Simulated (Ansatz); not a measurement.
# BH₆NO₃: basis-set convergence

How large a basis does BH₆NO₃ need? Two functionals are run in growing sets.

Program: Ansatz 0.2.0, Gaussian basis. Level of theory: one geometry, several basis sets. These are calculated values, not measurements.

The runs, in order: PBE0-D4/def2-SVP; ωB97M-V/def2-SVP; PBE0-D4/def2-QZVPP; ωB97M-V/def2-QZVPP; the functionals' def2-TZVPP values are taken from earlier runs.

### Step 1. Structure used throughout

An earlier PBE0-D4 in a triple-zeta def2 set relaxation fixed the geometry.

SMILES `[NH3+][B-](O)(O)O`, 11 atoms, charge 0, spin multiplicity 1.

Atoms are counted from 1 here; the program's logs count them from 0.

Bond lengths: N1–B2 1.725 Å, N1–H6 1.014 Å, N1–H7 1.014 Å, N1–H8 1.014 Å, B2–O3 1.428 Å, B2–O4 1.428 Å, B2–O5 1.428 Å, O3–H9 0.958 Å, O4–H10 0.958 Å, O5–H11 0.958 Å. Angles: B2–N1–H6 109.8°, B2–N1–H7 109.8°, B2–N1–H8 109.8°, H6–N1–H7 109.2°, H6–N1–H8 109.2°, H7–N1–H8 109.2°, N1–B2–O3 102.9°, N1–B2–O4 102.9°, N1–B2–O5 102.9°, O3–B2–O4 115.2°, O3–B2–O5 115.2°, O4–B2–O5 115.2°, B2–O3–H9 109.3°, B2–O4–H10 109.3°, B2–O5–H11 109.3°.

### Step 2. PBE0-D4 in def2-SVP

Contents of in.yaml:

```yaml
crystal:
  periodic: [false, false, false]
  atoms:
    - {symbol: N, position_ang: [-1.252035, 0.342140, 0.139124]}
    - {symbol: B, position_ang: [0.401508, -0.114410, -0.041287]}
    - {symbol: O, position_ang: [0.646290, -0.896717, 1.128558]}
    - {symbol: O, position_ang: [1.077352, 1.143354, -0.082951]}
    - {symbol: O, position_ang: [0.399324, -0.843440, -1.269689]}
    - {symbol: H, position_ang: [-1.336513, 1.043661, 0.866190]}
    - {symbol: H, position_ang: [-1.805733, -0.468516, 0.392401]}
    - {symbol: H, position_ang: [-1.599487, 0.723417, -0.733687]}
    - {symbol: H, position_ang: [1.330811, -0.478755, 1.652270]}
    - {symbol: H, position_ang: [1.523103, 1.236267, -0.925689]}
    - {symbol: H, position_ang: [0.680580, -1.744101, -1.104639]}
basis:
  gaussian: {orbitals: def2-SVP}
hamiltonian: {xc: pbe0, dispersion: d4}
output: {orbitals: {seedname: orbitals}}
```

Run with:

```console
> ansatz run in.yaml --threads 4 --pin off --events-out ev --progress --plain --max-ram 10444MiB
```

The runs that follow: ωB97M-V in def2-SVP; PBE0-D4 in def2-QZVPP; ωB97M-V in def2-QZVPP.

**Question.** What will the summary of the whole plan be? Wanted: PBE0-D4: double and triple zeta above quadruple; ωB97M-V: double and triple zeta above quadruple.

**Answer**, as computed:

| quantity | value |
| --- | --- |
| PBE0-D4: double and triple zeta above quadruple | 10.65, 0.49 eV |
| ωB97M-V: double and triple zeta above quadruple | 10.89, 0.47 eV |

In words: For PBE0-D4 the step from double to triple zeta gains 10.16 eV and the next only 0.49 eV. These are total energies; as a rule much of such shifts cancels in differences, which this series doesn't test. The LUMO of ωB97M-V is positive and keeps falling with the basis (2.74 to 1.26 eV): an unbound level that the basis holds in place.
